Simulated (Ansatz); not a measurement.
# FH₄N₂STa: one species, many methods

An exercise on one series of results from a longer session: the logs are not shown, and one member is left open.

Method: functionals in def2-TZVPP, the program's frozen cores in correlated methods; program: Ansatz 0.2.0, Gaussian basis.

Levels to be run: LDA (SPW92), PBE-D4, revPBE-D4, BLYP-D4, r2SCAN-D4, B97M-V, PBE0-D4, B3LYP-D4, r2SCANh-D4, r2SCAN0-D4, HSE06-D4, BHLYP-D4, CAM-B3LYP-D4, LC-ωPBE, ωB97X-V, ωB97M-V, B2PLYP, PBE-QIDH; CCSD(T)/def2-SVP; CCSD(T)/def2-TZVPP; MP2/def2-QZVPP; extrapolation to the limit; RPA on PBE.

### Structure used throughout

The geometry comes from an earlier relaxation with PBE0-D4 in a triple-zeta def2 set; it is a stationary point, not always the lowest conformer. Ta takes the def2 core potential; no spin-orbit term is included.

SMILES `[NH2][Ta]([NH2])([F])=[S]`, 9 atoms, charge 0, spin multiplicity 1.

Atoms are counted from 1 here; the program's logs count them from 0.

Bond lengths: N1–Ta2 1.965 Å, N1–H6 1.009 Å, N1–H7 1.011 Å, Ta2–N3 1.965 Å, Ta2–F4 1.884 Å, Ta2–S5 2.163 Å, N3–H8 1.011 Å, N3–H9 1.009 Å. Angles: Ta2–N1–H6 124.9°, Ta2–N1–H7 124.7°, H6–N1–H7 110.4°, N1–Ta2–N3 111.3°, N1–Ta2–F4 108.3°, N1–Ta2–S5 107.8°, N3–Ta2–F4 108.3°, N3–Ta2–S5 107.8°, F4–Ta2–S5 113.3°, Ta2–N3–H8 124.8°, Ta2–N3–H9 124.8°, H8–N3–H9 110.3°.

Geometry (Å):

| atom | x (Å) | y (Å) | z (Å) |
| --- | --- | --- | --- |
| N1 | -1.1318 | 1.1967 | -0.3160 |
| Ta2 | 0.4445 | 0.0351 | -0.4784 |
| N3 | 0.4672 | -1.3367 | 0.9281 |
| F4 | 0.3717 | -0.8317 | -2.1501 |
| S5 | 2.2046 | 1.2676 | -0.2294 |
| H6 | -1.1005 | 2.1950 | -0.1726 |
| H7 | -2.0887 | 0.8711 | -0.3134 |
| H8 | -0.2788 | -1.9960 | 1.1022 |
| H9 | 1.2003 | -1.4476 | 1.6126 |

Set-up of the first run:

in.yaml

```yaml
crystal:
  periodic: [false, false, false]
  atoms:
    - {symbol: N, position_ang: [-1.131848, 1.196701, -0.316038]}
    - {symbol: Ta, position_ang: [0.444455, 0.035135, -0.478404]}
    - {symbol: N, position_ang: [0.467189, -1.336659, 0.928143]}
    - {symbol: F, position_ang: [0.371702, -0.831684, -2.150053]}
    - {symbol: S, position_ang: [2.204624, 1.267603, -0.229437]}
    - {symbol: H, position_ang: [-1.100505, 2.195024, -0.172612]}
    - {symbol: H, position_ang: [-2.088691, 0.871088, -0.313353]}
    - {symbol: H, position_ang: [-0.278827, -1.995968, 1.102154]}
    - {symbol: H, position_ang: [1.200300, -1.447642, 1.612603]}
basis:
  gaussian: {orbitals: def2-TZVPP}
hamiltonian: {xc: lda}
output: {orbitals: {seedname: orbitals}}
```

Steps of the session up to this table: LDA; PBE-D4 (GGA); revPBE-D4 (GGA); BLYP-D4 (GGA); r2SCAN-D4 (meta-GGA); B97M-V (meta-GGA); PBE0-D4 (hybrid); B3LYP-D4 (hybrid); r2SCANh-D4 (hybrid); r2SCAN0-D4 (hybrid); HSE06-D4 (hybrid); BHLYP-D4 (hybrid); CAM-B3LYP-D4 (range-separated); LC-ωPBE-D4 (range-separated; the results give it without D4); ωB97X-V (range-separated); ωB97M-V (range-separated); B2PLYP (double hybrid); PBE-QIDH (double hybrid).

One of the session's tables, all rows but one given; the rest of the session is left out.

It belongs to the step «Orbital energies across the functionals». 

```
  functional  HOMO (eV)  gap (eV)
 LDA (SPW92)      -6.41      4.19
      PBE-D4      -6.24      4.22
   revPBE-D4      -6.17      4.23
     BLYP-D4          ?         ?
   r2SCAN-D4      -6.52      4.63
      B97M-V      -6.53      4.75
     PBE0-D4      -7.42      6.20
    B3LYP-D4      -7.17      5.76
  r2SCANh-D4      -6.95      5.37
  r2SCAN0-D4      -7.61      6.48
    HSE06-D4      -7.02      5.42
    BHLYP-D4      -8.41      8.18
CAM-B3LYP-D4      -8.67      8.57
     LC-ωPBE     -10.01     11.02
     ωB97X-V      -9.68     10.62
     ωB97M-V      -9.54     10.37
```

**Question.** Estimate the row for BLYP-D4.

Worked estimate for «HOMO (eV)». Against the share of exact exchange, B3LYP-D4 (0.2, -7.17), BHLYP-D4 (0.5, -8.41) give a slope of -4.13 per unit share; at 0 the line stands at -6.34.

As computed: HOMO (eV): -6.06; gap (eV): 4.18. In «HOMO (eV)» the line misses by -0.28.
